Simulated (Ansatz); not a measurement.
# C2H4AlBS: a ladder of functionals and wavefunction methods

One table from this session's results is given with a row withheld; the runs are named, their logs left out.

The runs use Ansatz 0.2.0, Gaussian basis; functionals in def2-TZVPP, the program's frozen cores in correlated methods.

The runs, in order: LDA (SPW92), PBE-D4, revPBE-D4, BLYP-D4, r2SCAN-D4, B97M-V, PBE0-D4, B3LYP-D4, r2SCANh-D4, r2SCAN0-D4, HSE06-D4, BHLYP-D4, CAM-B3LYP-D4, LC-ωPBE, ωB97X-V, ωB97M-V, B2PLYP, PBE-QIDH; CCSD(T)/def2-SVP; CCSD(T)/def2-TZVPP; MP2/def2-QZVPP; extrapolation to the limit; RPA on PBE.

## The geometry

All runs share one geometry, relaxed beforehand with PBE0-D4 in a triple-zeta def2 set.

9 atoms, charge 0, spin multiplicity 1.

Atoms are counted from 1 here; the program's logs count them from 0.

Bond lengths: C1–Al2 1.929 Å, C1–H6 1.091 Å, C1–H7 1.093 Å, C1–H8 1.093 Å, Al2–B3 2.274 Å, Al2–C4 1.927 Å, Al2–S5 2.194 Å, B3–C4 1.344 Å, B3–H9 1.176 Å, C4–S5 1.756 Å. Angles: Al2–C1–H6 111.6°, Al2–C1–H7 109.9°, Al2–C1–H8 109.8°, H6–C1–H7 108.8°, H6–C1–H8 108.8°, H7–C1–H8 107.8°, C1–Al2–B3 132.6°, C1–Al2–C4 168.8°, C1–Al2–S5 141.3°, B3–Al2–C4 36.1°, B3–Al2–S5 86.0°, C4–Al2–S5 49.9°, Al2–B3–C4 57.7°, Al2–B3–H9 128.7°, C4–B3–H9 173.6°, Al2–C4–B3 86.1°, Al2–C4–S5 73.0°, B3–C4–S5 159.1° and more.

Set-up of the first run:

in.yaml reads:

```yaml
crystal:
  periodic: [false, false, false]
  atoms:
    - {symbol: C, position_ang: [-0.747570, -1.138251, -1.037550]}
    - {symbol: Al, position_ang: [0.379866, 0.189702, -0.208350]}
    - {symbol: B, position_ang: [0.340112, 1.184556, 1.836404]}
    - {symbol: C, position_ang: [1.272378, 1.477779, 0.913090]}
    - {symbol: S, position_ang: [2.150358, 1.423684, -0.606128]}
    - {symbol: H, position_ang: [-1.539984, -1.468687, -0.364997]}
    - {symbol: H, position_ang: [-0.148910, -2.004344, -1.329453]}
    - {symbol: H, position_ang: [-1.202432, -0.726103, -1.941504]}
    - {symbol: H, position_ang: [-0.415419, 1.015162, 2.721487]}
basis:
  gaussian: {orbitals: def2-TZVPP}
hamiltonian: {xc: lda}
output: {orbitals: {seedname: orbitals}}
```

Started as:

```sh
> ansatz run in.yaml --threads 2 --pin off --events-out ev --progress --plain --max-ram 4352MiB
```

Among the steps run: LDA; PBE-D4 (GGA); revPBE-D4 (GGA); BLYP-D4 (GGA); r2SCAN-D4 (meta-GGA); B97M-V (meta-GGA); B3LYP-D4 (hybrid); r2SCANh-D4 (hybrid); r2SCAN0-D4 (hybrid); HSE06-D4 (hybrid); BHLYP-D4 (hybrid); CAM-B3LYP-D4 (range-separated); LC-ωPBE (range-separated); ωB97X-V (range-separated); ωB97M-V (range-separated); B2PLYP (double hybrid); PBE-QIDH (double hybrid).

One table of the session follows, with a row left open; its other results are not shown here.

It belongs to the step «Frontier levels by functional». 

```
  functional  HOMO (eV)  LUMO (eV)  gap (eV)
 LDA (SPW92)      -4.87      -2.49      2.39
      PBE-D4          ?          ?         ?
   revPBE-D4      -4.67      -2.16      2.50
     BLYP-D4      -4.53      -2.15      2.38
   r2SCAN-D4      -4.88      -2.00      2.88
      B97M-V      -4.89      -2.03      2.86
     PBE0-D4      -5.72      -1.45      4.27
    B3LYP-D4      -5.49      -1.67      3.82
  r2SCANh-D4      -5.26      -1.72      3.54
  r2SCAN0-D4      -5.83      -1.31      4.53
    HSE06-D4      -5.33      -1.82      3.51
    BHLYP-D4      -6.56      -0.63      5.93
CAM-B3LYP-D4      -6.91      -0.50      6.41
     LC-ωPBE      -8.23       0.62      8.85
     ωB97X-V      -7.88       0.49      8.37
     ωB97M-V      -7.76       0.22      7.97
```

**Question.** Estimate the row for PBE-D4.

As computed: HOMO (eV): -4.72; LUMO (eV): -2.27; gap (eV): 2.46. In the column «HOMO (eV)» it lies between LDA (SPW92) (-4.87) and revPBE-D4 (-4.67).
